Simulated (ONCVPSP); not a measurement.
# Pseudopotential generation for molybdenum: ONCV, PBE

Aim: build the potential from the settings below, then test how well it stands in for the atom: other configurations, scattering, ghost states and the plane-wave cutoff that it needs.

The numbers are computed with ONCVPSP 4.0.1.1 (patched build) (PBE, scalar-relativistic, spin-unpolarised reference atom).

### 1 The atom and the settings

Typed settings, in words:

```json
{
 "element": "molybdenum (Mo, Z = 42)",
 "type": "optimised norm-conserving Vanderbilt (ONCV)",
 "frozen core": "[Ar] 3d10",
 "valence charge": "14",
 "reference configuration": "4s2 4p6 4d5 (charge +1)",
 "partial waves": "4s: rc 1.70 bohr, ncon 4, nbas 7, qcut 9.3 1/bohr, 2 projectors, debl 2.5 Ha; 4p: rc 1.45 bohr, ncon 5, nbas 9, qcut 11.2 1/bohr, 2 projectors, debl 0.8 Ha; 4d: rc 1.55 bohr, ncon 4, nbas 7, qcut 5.2 1/bohr, 1 projector",
 "local potential": "polynomial inside 1.02 bohr (lpopt 3, dvloc0 0 Ha)",
 "core correction": "Teter function, fcfact 4.75, rcfact 1.5"
}
```

### 2 Generating the potential

Mo.dat

```
# ATOM AND REFERENCE CONFIGURATION
# atsym  z   nc   nv     iexc    psfile
  Mo 42.00    6    3        4      upf
#
#   n    l    f
    1    0    2.00
    2    0    2.00
    2    1    6.00
    3    0    2.00
    3    1    6.00
    3    2   10.00
    4    0    2.00
    4    1    6.00
    4    2    5.00
#
# PSEUDOPOTENTIAL AND OPTIMIZATION
# lmax
    2
#
#   l,   rc,      ep,       ncon, nbas, qcut
    0    1.70    0.00    4    7    9.30
    1    1.45    0.00    5    9   11.20
    2    1.55    0.00    4    7    5.20
#
# LOCAL POTENTIAL
# lloc, lpopt,  rc(5),   dvloc0
    4    3    1.02    0.00
#
# VANDERBILT-KLEINMAN-BYLANDER PROJECTORs
# l, nproj, debl
    0    2    2.50
    1    2    0.80
    2    1    0.50
#
# MODEL CORE CHARGE
# icmod, fcfact, rcfact
    3    4.75    1.50
#
# LOG DERIVATIVE ANALYSIS
# epsh1, epsh2, depsh
   -4.00    5.00    0.02
#
# OUTPUT GRID
# rlmax, drl
    6.00    0.01
#
# TEST CONFIGURATIONS
# ncnf
    4
# nvcnf
#   n    l    f
    4
    4    0    2.00
    4    1    6.00
    4    2    5.00
    5    0    1.00
#
    3
    4    0    2.00
    4    1    6.00
    4    2    4.00
#
    3
    4    0    2.00
    4    1    6.00
    4    2    3.00
#
    3
    4    0    2.00
    4    1    6.00
    4    2    2.00
#
```

Launch:

```bash
oncvpsp.x < Mo.dat > Mo.out
```

What does the calculation give? Wanted: cutoffs for 1 and 0.1 mHa per electron, occupied waves; bound ghosts; GHOST(+) flags; largest test error; largest phase difference near zero energy, channels read; rms error of d²Exc/dn², without and with the model core; projector energies reset by the program.

The runs gave:

```
                                                quantity                                     value
  cutoffs for 1 and 0.1 mHa per electron, occupied waves                           46 Ha and 68 Ha
                                            bound ghosts                                none found
                                          GHOST(+) flags                               s at 220 eV
                            largest test error (AE − PS)                  +23 meV, for 4s2 4p6 4d2
largest phase difference near zero energy, channels read                                 0.000 rad
 rms error of d²Exc/dn², without and with the model core                         2.65 and 2.45 mHa
                 projector energies reset by the program  s: -2.613, 0.250 Ha; p: -1.664, 0.250 Ha
```

What this shows: The worst unpolarised test, 4s2 4p6 4d2, is off by 23 meV on 81.7 eV; by total energies transferability rates as good. The potential is hard: the looser tolerance needs 46 Ha. At the looser tolerance the 4d wave is the slowest; 4p needs 39 Ha. It is free of bound ghosts as far as tested. Near zero energy the phases of the channels with partial waves agree within 0.001 rad. The program also flags highly localised states, GHOST(+) (s). These are tests on the free atom; a crystal test is still owed.
